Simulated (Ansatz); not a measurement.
# Ag: the cost of one run

Program: Ansatz 0.2.0. Level of theory: DFT PBEsol, scalar-relativistic, plane waves, PAW. These are calculated values, not measurements.

## 1. The structure to begin with

It takes space group R-3m (No. 166, trigonal). The conventional cell has a = 3.562 Å, b = 3.562 Å, c = 9.909 Å, α = 90.00°, β = 90.00°, γ = 120.00°. Ag (site symmetry 3m) is surrounded by 3 Ag at 2.38 Å.

Coordinates:

```
CELL_PARAMETERS angstrom
1.78116 1.02835 3.30294
-1.78116 1.02835 3.30294
0.00000 -2.05670 3.30294
ATOMIC_POSITIONS crystal
Ag 0.22754 0.22754 0.22754
Ag 0.77246 0.77246 0.77246
```

This is candidate A: grey arsenic (A7) type (R-3m, No. 166).

(A quick probe on a coarse mesh, which set the mesh and smearing, is not shown.)

## 3. A loose first relaxation (candidate A)

Input file input.yaml:

```yaml
crystal:
  lattice:
    - [1.7811574777, 1.0283517492, 3.3029429939]
    - [-1.7811574777, 1.0283517492, 3.3029429939]
    - [0.0, -2.0567034984, 3.3029429939]
  atoms:
    - { symbol: Ag, position: [0.22754, 0.22754, 0.22754] }
    - { symbol: Ag, position: [0.77246, 0.77246, 0.77246] }
basis:
  ecutwfc: 420
kpoints:
  mp_grid: { grid: [6, 6, 6] }
hamiltonian:
  xc: pbesol
scf:
  occupations: { method: gaussian, width: 0.1 }
  lower_state_search: "off"
output:
  forces: true
  stress: true
  eigenvalues: true
relax:
  adjacent_minimum: "off"
  f_tol: 0.04
  max_steps: 70
  cell: { stress_tol: 0.4 }
```

Q: Estimate wall time and peak memory on 1 thread of an x86-64 CPU, shared host.

About 28 s, with a peak of 0.47 GiB.
